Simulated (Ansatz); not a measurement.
**BGeC+ (quintet): wave-function methods side by side, cc-pVDZ**

One table from this session's results is given with a row withheld; the runs are named, their logs left out.

Method: cc-pVDZ, core rule «outside noble gas», up to 16 orbitals frozen; program: Ansatz 0.2.0, Gaussian basis.

To be run: UHF; CCSD(T) on ROHF; CCSD(T) on UHF; BCCD(T) on ROHF; CISD as a restricted active space (open shells left free, so some higher excitations enter); CCSDT(Q) on ROHF; CCSDT(Q) on UHF; CASSCF and MRCISD+Q, 10 electrons in 11 orbitals; CASSCF and NEVPT2, 10 electrons in 11 orbitals.

26 further runs of the same task are left out: 12 that didn't finish, 14 set aside as unsound or not needed. Runs told in other sessions of the task aren't counted.

### What is computed

The geometry is a PBE0/def2-TZVP stationary point (not a proven minimum) of the parent state, kept for this charge and spin. No spin-orbit coupling is included. The filled d shell of Ge may be among the frozen orbitals whatever the setting's name suggests.

3 atoms, charge 1, spin multiplicity 5.

Atoms are counted from 1 here; the program's logs count them from 0.

Bond lengths: B1–C2 1.397 Å, C2–Ge3 1.899 Å. Angles: B1–C2–Ge3 180.0°.

Set-up of the first run:

The input, in.yaml:

```yaml
crystal:
  periodic: [false, false, false]
  atoms:
    - {symbol: B, position_ang: [0.000000, 0.000000, 1.564300]}
    - {symbol: C, position_ang: [0.000000, 0.000000, 0.167100]}
    - {symbol: Ge, position_ang: [0.000000, 0.000000, -1.731400]}
basis:
  gaussian: {orbitals: cc-pVDZ}
total_charge: 1
magnetization: {spin_polarized: true, initial_magnetization: 4}
hamiltonian: {xc: hf}
output: {orbitals: {seedname: orbitals}}
```

Started as:

```bash
> ansatz run in.yaml --threads 1 --pin off --events-out ev --progress --plain --max-ram 2393MiB
```

Among the steps run: UHF; CCSD(T) on ROHF; CCSD(T) on UHF; BCCD(T) on ROHF; CISD as a restricted active space (open shells left free, so some higher excitations enter); CCSDT(Q) on ROHF; CCSDT(Q) on UHF; CASSCF and MRCISD+Q, 10 electrons in 11 orbitals; CASSCF and NEVPT2, 10 electrons in 11 orbitals.

One table of the session follows, with a row left open; its other results are not shown here.

```
           method  from UCCSDT(Q) (meV)
             ROHF               +5603.6
              UHF               +5427.8
             RMP2               +1224.1
             UMP2                     ?
            RCCSD                +244.9
            UCCSD                +238.4
         RCCSD(T)                 +61.2
         UCCSD(T)                 +57.9
          BCCD(T)                 +62.3
           RCCSDT                 +17.3
           UCCSDT                 +13.8
        RCCSDT(Q)                  +4.3
        UCCSDT(Q)                     0
  CASSCF frontier               +3558.5
  MRCISD frontier                +265.1
MRCISD+Q frontier                 +13.0
```

Estimate the missing values for UMP2.

**Answer.** from UCCSDT(Q) (meV): +1243.6. In the column «from UCCSDT(Q) (meV)» it lies between RMP2 (+1224.1) and CASSCF frontier (+3558.5).

Not comparable, so not listed: CISD as a restricted active space (open shells left free, so some higher excitations enter); CASSCF and NEVPT2, 10 electrons in 11 orbitals (they don't share determinant, frozen orbitals or solution with the rows shown, or repeat one).

Limits of these values: Restricted and unrestricted rows rest on different reference determinants; a gap between their highest levels can come from leftover correlation error, from unlike frozen cores or from another state. Warnings in the runs' records: passed over end.
